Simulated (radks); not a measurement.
# Zn in [Ar] 3d10 4s2: an all-electron calculation

An exercise on one series of results from a longer session: the logs are not shown, and one member is left open.

Program: radks (a radial shooting solver on a logarithmic mesh, Libxc functionals) version 1. Level of theory: scalar-relativistic Kohn-Sham, BLYP, spin-polarised, spherical densities, finite nucleus. These are calculated values, not measurements, unless marked.

## The atom as given

| Item | Value |
| --- | --- |
| element | zinc (Z = 30) |
| charge | 0 |
| electrons | 30 |
| configuration | [Ar] 3d10 4s2 |
| nuclear rms radius | 3.9283 fm |

Outer shells as boxes (Hund's rule):

Zn
```
[Ar] core
3d [↑↓][↑↓][↑↓][↑↓][↑↓]
4s [↑↓]
```

Set-up of the first run:

Input:

```text
Z 30
configuration [Ar] 3d10 4s2
relativity scalar-relativistic
functional b88,lyp
spin polarised
nucleus finite rms 3.9283 fm
c 137.035999084
```

Launch:

```sh
$ python run_ks.py task.json out
```

The same process makes all the runs of this session.

One of the session's tables, all rows but one given; the rest of the session is left out.

It belongs to the step «Orbitals and density». From the orbitals of this run (lengths in bohr):

```
level      <r>  outermost maximum (interpolated)  90 % within  nodes
   1s  0.05031                            0.0329       0.0899      0
   2s        ?                                 ?            ?      ?
   2p   0.1982                             0.152        0.324      0
   3s   0.6810                             0.588         1.02      2
   3p   0.7133                             0.592         1.10      1
   3d   0.9127                             0.565         1.62      0
   4s    2.653                              2.08         4.12      3
```

Q: Estimate the row for 2s from the others.

As computed: <r>: 0.2262; outermost maximum (interpolated): 0.189; 90 % within: 0.350; nodes: 1. In the column «<r>» it lies between 2p (0.1982) and 3s (0.6810).
